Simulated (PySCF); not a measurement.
# HgTe+: from the state search to spectroscopic constants

Aim: find the lowest electronic state of HgTe+, scan its bond at several levels of theory, and get bond length, wavenumber and dissociation energy from each curve.

Method: Hg def2-SVP with ECP60, Te def2-SVP with ECP28, scalar-relativistic core potentials; program: PySCF 2.14.0.

**1. Input**

Settings of the job:

* atoms: Hg, Te
* charge: 1
* basis: Hg def2-SVP with ECP60, Te def2-SVP with ECP28
* Hamiltonian: scalar-relativistic core potentials
* basis functions: 58
* electrons treated: 43
* masses in u: 201.9706, 129.9062
* levels: PBE0, PBE, r²SCAN, M06-L, B3LYP, BLYP, HSE06, HF, MP2, SCS-MP2
* grid: 80 radial by 434 angular points
* occupations: held fixed by the projection of orbital angular momentum
* dissociation limit: Hg + Te+, each in its ground configuration
* starting distance in angstrom: 2.795
* values of 2S to try: 1, 3

Started as:

```console
$ OMP_NUM_THREADS=1 python dia.py task.json out
```

After this run come: The PBE0 curve of the state that the search chose; Other states along the same grid; PBE; r²SCAN; M06-L; B3LYP; BLYP; HSE06; UHF (mean field).

Q: Predict the outcome of this session. Wanted: for each run, Re; ωe; De; μ.

**Answer**, as computed:

Lowest PBE0 solution found, without spin–orbit coupling: ⁴Σ⁻ (quartet), unpaired electrons σ ↑, π ↑↑. State 3 has its PBE0 minimum 0.41 eV higher, as a spin-mixed determinant (⟨S²⟩ = 1.76), so this is no gap between pure states. State 4 has its PBE0 minimum 0.60 eV higher, as a spin-mixed determinant (⟨S²⟩ = 1.76), so this is no gap between pure states. The other levels ran on the lowest alone.

```csv
level,Re (Å),ωe (cm⁻¹),De (eV),μ (D)
UHF,3.190,78.8,0.52,2.28
UHF-MP2,3.150,70.1,0.247,n/a
UHF-SCS-MP2,3.196,65.7,0.228,n/a
PBE,3.167,72.1,0.90,3.57
BLYP,3.274,63.2,0.84,3.74
r²SCAN,3.097,79.7,0.90,3.27
M06-L,3.251,69.3,1.00,3.18
B3LYP,3.207,71.2,0.83,3.44
PBE0,3.118,79.5,0.86,3.21
HSE06,3.125,79.4,0.90,3.19
```

De is counted to Hg + Te+ in their ground configurations. A positive dipole points from Hg to Te; in an ion it is taken about the centre of mass and does not tell which atom is negative.

What this shows: Bond lengths run from 3.097 Å (r²SCAN) to 3.274 Å (BLYP). Among the levels with a De in the table, it runs from 0.228 eV (UHF-SCS-MP2) to 1.00 eV (M06-L).

Correlated steps freeze 4 core orbitals. Spin–orbit coupling is left out, which matters for elements this heavy, above all for dissociation energies. With spin–orbit coupling the term label itself may not hold.
